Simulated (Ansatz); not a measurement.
The input (input.yaml):

```yaml
crystal:
  lattice:
    - [5.742662, 0.0, 0.0]
    - [-2.871331, 6.384316, 0.0]
    - [0.0, 0.0, 16.487955]
  atoms:
    - { symbol: Al, position: [0.6627581, 0.80983261, 0.14989719] }
    - { symbol: Al, position: [0.17645977, 0.85988201, 0.16601334] }
    - { symbol: Cu, position: [0.8096308, 0.53387868, 0.14369328] }
    - { symbol: Al, position: [0.39674765, 0.28656077, 0.10215341] }
    - { symbol: Al, position: [0.91051201, 0.24389675, 0.10754656] }
    - { symbol: Cu, position: [0.5, 0.0, 0.0606503] }
    - { symbol: Al, position: [0.42722806, 0.08072653, 0.31211988] }
    - { symbol: Al, position: [0.8391161, -0.09244029, 0.3114806] }
    - { symbol: Cu, position: [0.38753157, 0.74136279, 0.27926891] }
    - { symbol: Al, position: [-0.03415518, 0.4233842, 0.27662074] }
    - { symbol: Al, position: [0.51099253, 0.46261618, 0.2590179] }
    - { symbol: Cu, position: [0.12003454, 0.16645516, 0.22490468] }
    - { symbol: P, position: [1.08060541, 0.72848187, 0.37054198] }
basis:
  ecutwfc: 420.0
kpoints:
  mp_grid: { grid: [2, 2, 1] }
hamiltonian:
  xc: pbesol
  pseudopotentials: { kind: paw, azcp: { folder: soft_1 } }
scf:
  occupations: { method: fermi_dirac, width: 0.15 }
  lower_state_search: "off"
md:
  timestep: 2
  n_steps: 120
  ensemble: nvt_nose_hoover
  temperature: 1200.0
  initial_velocities: maxwell_boltzmann
  seed: 76137
  nose_hoover: { tau: 200.0, chain_length: 3 }
  constraints: [{ sites: [5] }]
```

Run as:

```bash
$ ansatz run input.yaml --threads 1 --pin off --max-ram 3072MiB --backend cpu --events-out ev --progress --plain --runs-dir out
```

Hardware: 1 thread of Arm Neoverse V1, with other jobs on the host.

Question: Roughly how long does this run take, and how much memory?

Answer: 14 min, with a peak of 0.84 GiB, for 121 ionic steps.
